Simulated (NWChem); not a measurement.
**CH4AlNO (SMILES C1[NH][AlH][O]1): levels of theory compared**

We compute a comparison of 3 runs (HF/STO-3G, HF/3-21G, B3LYP/6-31G*) of CH4AlNO. 

The calculation is run with NWChem 7.3.0.

3 further runs of the same task are left out: 3 that didn't finish.

### 1 The molecule

The species is CH4AlNO (8 atoms), meant as a singlet with charge 0. As SMILES, `C1[NH][AlH][O]1`. The shape is that of a PBE0-D4/def2-TZVP optimisation.

Bond lengths: C1–N2 1.466 Å, N2–Al3 1.758 Å, C1–O4 1.423 Å, Al3–O4 1.732 Å, C1–H5 1.099 Å, C1–H6 1.099 Å, N2–H7 1.002 Å, Al3–H8 1.569 Å. Some angles: C1–N2–Al3 87.4°, N2–C1–O4 102.5°, N2–Al3–O4 80.4°, C1–O4–Al3 89.8°, C1–N2–H7 120.2°, Al3–N2–H7 152.4°, N2–C1–H5 112.7°, N2–C1–H6 112.7°, O4–C1–H5 109.9°, O4–C1–H6 109.9°.

### 2 Energy and forces at HF/STO-3G (run 1)

Input file ch4alno.nw:

```
start ch4alno
title "CH4AlNO"
memory total 2200 mb

geometry units angstroms noautosym nocenter noautoz
   C     -0.254000     0.762000    -0.440000
   N      0.576900     0.253100     0.654700
   Al     0.036100    -1.359500     0.209100
   O     -0.820500    -0.429100    -0.975000
   H      0.332400     1.276900    -1.213500
   H     -1.052500     1.431000    -0.090700
   H      1.107700     0.887000     1.221500
   H      0.166000    -2.878600     0.578000
end

basis spherical bse
   * library STO-3G
end

scf
   thresh 1e-08
   maxiter 80
end

task scf gradient
```

Started as:

```console
$ nwchem ch4alno.nw > ch4alno.out
```

The log of the run:

```text
[...]
  functions       =    28
[...]
  wavefunction    = RHF
[...]
         Total SCF energy =   -406.367332116276
      One-electron energy =   -883.570573432527
      Two-electron energy =    317.645092938904
 Nuclear repulsion energy =    159.558148377347
        Time for solution =      2.0s
[...]
                         RHF ENERGY GRADIENTS
    atom               coordinates                        gradient
                 x          y          z           x          y          z
   1 C      -0.479990   1.439971  -0.831479    0.000139  -0.024203   0.003527
   2 N       1.090183   0.478290   1.237204    0.017984   0.055027   0.014605
   3 Al      0.068219  -2.569082   0.395142   -0.005271   0.009108  -0.007758
   4 O      -1.550520  -0.810881  -1.842483   -0.008436   0.030649  -0.014590
   5 H       0.628145   2.412991  -2.293182    0.000577  -0.008444   0.001556
   6 H      -1.988937   2.704198  -0.171398    0.000290  -0.008455   0.001783
   7 H       2.093249   1.676187   2.308300   -0.008146  -0.009690  -0.008700
   8 H       0.313695  -5.439765   1.092262    0.002863  -0.043992   0.009576
[...]
```

It took 3.6 s on 1 thread of Intel Xeon Platinum 8259CL at 2.50GHz (Skylake/Cascade Lake), shared host; peak memory 0.099 GiB.

### 3 Energy and forces at HF/3-21G (run 2)

Input file ch4alno.nw:

```
START ch4alno
TITLE "CH4AlNO"
memory total 2200 mb

GEOMETRY units angstroms noautosym nocenter noautoz
   C     -0.254000     0.762000    -0.440000
   N      0.576900     0.253100     0.654700
   Al     0.036100    -1.359500     0.209100
   O     -0.820500    -0.429100    -0.975000
   H      0.332400     1.276900    -1.213500
   H     -1.052500     1.431000    -0.090700
   H      1.107700     0.887000     1.221500
   H      0.166000    -2.878600     0.578000
END

BASIS "ao basis" spherical bse
   * library 3-21G
END

SCF
   thresh 1e-08
   maxiter 80
   print low
END

TASK scf gradient
```

Started as:

```console
$ nwchem ch4alno.nw > ch4alno.out
```

The log of the run:

```text
[...]
  functions       =    48
[...]
  wavefunction    = RHF
[...]
         Total SCF energy =   -409.189431930561
      One-electron energy =   -883.531589333571
      Two-electron energy =    314.784009025663
 Nuclear repulsion energy =    159.558148377347
        Time for solution =      2.5s
[...]
                         RHF ENERGY GRADIENTS
    atom               coordinates                        gradient
                 x          y          z           x          y          z
   1 C      -0.479990   1.439971  -0.831479    0.007496  -0.054049   0.016670
   2 N       1.090183   0.478290   1.237204   -0.010412  -0.002216  -0.012498
   3 Al      0.068219  -2.569082   0.395142   -0.004809   0.024158  -0.009262
   4 O      -1.550520  -0.810881  -1.842483    0.007630   0.016195   0.007209
   5 H       0.628145   2.412991  -2.293182    0.005301   0.002579  -0.008045
   6 H      -1.988937   2.704198  -0.171398   -0.008507   0.004084   0.003144
   7 H       2.093249   1.676187   2.308300    0.003533   0.007018   0.003371
   8 H       0.313695  -5.439765   1.092262   -0.000232   0.002231  -0.000590
 Task  times  cpu:        3.7s     wall:        3.7s
 Total times  cpu:        3.7s     wall:        3.7s
```

Run time: 4.5 s. Hardware: 1 thread of Intel Xeon Platinum 8259CL at 2.50GHz (Skylake/Cascade Lake), shared host; peak memory 0.098 GiB.

### 4 Energy and gradient at B3LYP/6-31G(d) (Cartesian functions) (run 3)

Input file ch4alno.nw:

```
START ch4alno
TITLE "CH4AlNO B3LYP"
memory total 2200 mb

GEOMETRY noautosym nocenter noautoz
   C    -0.254000    0.762000   -0.440000
   N     0.576900    0.253100    0.654700
   Al    0.036100   -1.359500    0.209100
   O    -0.820500   -0.429100   -0.975000
   H     0.332400    1.276900   -1.213500
   H    -1.052500    1.431000   -0.090700
   H     1.107700    0.887000    1.221500
   H     0.166000   -2.878600    0.578000
END

BASIS
   * library 6-31G*
END

DFT
   xc b3lyp
   grid xfine
   convergence energy 1e-08
   iterations 100
   mulliken
END

TASK dft gradient
```

Started as:

```console
$ nwchem ch4alno.nw > ch4alno.out
```

The log of the run:

```text
[...]
          Wavefunction type:  closed shell.
          No. of atoms     :     8
          No. of electrons :    38
[...]
          Charge           :     0
          Spin multiplicity:     1
[...]
          AO basis - number of functions:    72
[...]
              XC Information
              --------------
                         B3LYP Method XC Potential
                     Hartree-Fock (Exact) Exchange  0.200
                        Slater Exchange Functional  0.800 local
                    Becke 1988 Exchange Functional  0.720 non-local
              Lee-Yang-Parr Correlation Functional  0.810
                  VWN I RPA Correlation Functional  0.190 local
[...]
 d= 0,ls=0.0,diis     1   -412.8402619709 -5.72D+02  2.20D-02  9.62D-01     4.3
[...]
 d= 0,ls=0.0,diis    10   -412.9468290224 -4.49D-09  6.76D-07  4.97D-09    35.9
         Total DFT energy =     -412.946829022422
      One electron energy =     -886.649021330814
           Coulomb energy =      355.340401966950
    Exchange-Corr. energy =      -41.196358035906
 Nuclear repulsion energy =      159.558148377347
[...]
      Total Density - Mulliken Population Analysis
     ---------------------------------------------
    Atom       Charge   Shell Charges
 -----------   ------   -------------------------------------------------------
    1 C    6     5.83   1.99  0.70  2.02  0.44  0.61  0.07
    2 N    7     7.69   1.99  0.77  2.52  0.86  1.54  0.01
    3 Al  13    12.36   2.00  1.99  5.97  0.84  1.09  0.13  0.18  0.18
    4 O    8     8.59   1.99  0.89  2.90  1.04  1.77  0.01
    5 H    1     0.86   0.54  0.32
    6 H    1     0.86   0.54  0.32
    7 H    1     0.71   0.51  0.20
    8 H    1     1.08   0.49  0.59
[...]
  wavefunction    = closed shell
                         DFT ENERGY GRADIENTS
    atom               coordinates                        gradient
                 x          y          z           x          y          z
   1 C      -0.479990   1.439971  -0.831479    0.000698  -0.007103   0.001856
   2 N       1.090183   0.478290   1.237204   -0.003313  -0.002173  -0.003786
   3 Al      0.068219  -2.569082   0.395142   -0.002418   0.013624  -0.004854
   4 O      -1.550520  -0.810881  -1.842483    0.007433   0.000922   0.009055
   5 H       0.628145   2.412991  -2.293182   -0.000695  -0.001378   0.001161
   6 H      -1.988937   2.704198  -0.171398    0.001095  -0.001605  -0.000294
   7 H       2.093249   1.676187   2.308300   -0.002795  -0.003325  -0.002990
   8 H       0.313695  -5.439765   1.092262   -0.000005   0.001038  -0.000149
[...]
```

Run time: 48 s. Hardware: 1 thread of Intel Xeon Platinum 8259CL at 2.50GHz (Skylake/Cascade Lake), shared host; peak memory 0.14 GiB.

### 5 The series

```tsv
run	level	Cartesian functions	iteration cap	energy (Eh)	dipole moment (D)	HOMO energy (eV)	LUMO energy (eV)	wall time
1	HF/STO-3G	no	80	-406.367332	2.32	-7.04	9.81	3.6 s
2	HF/3-21G	no	80	-409.189432	–	–	–	4.5 s
3	B3LYP/6-31G* (Cartesian functions)	yes	100	-412.946829	1.98	-6.36	-0.34	48 s
```

### 6 Summary of results

```
                       quantity          value
            run 3: total energy  -412.94683 Eh
           run 3: dipole moment         1.98 D
             run 3: HOMO energy       -6.36 eV
             run 3: LUMO energy       -0.34 eV
           run 3: HOMO–LUMO gap        6.02 eV
run 3: largest force on an atom     0.754 eV/Å
```

In words: In run 1 the basis is minimal, so the values are rough. All runs together took 56 s, the longest 48 s.
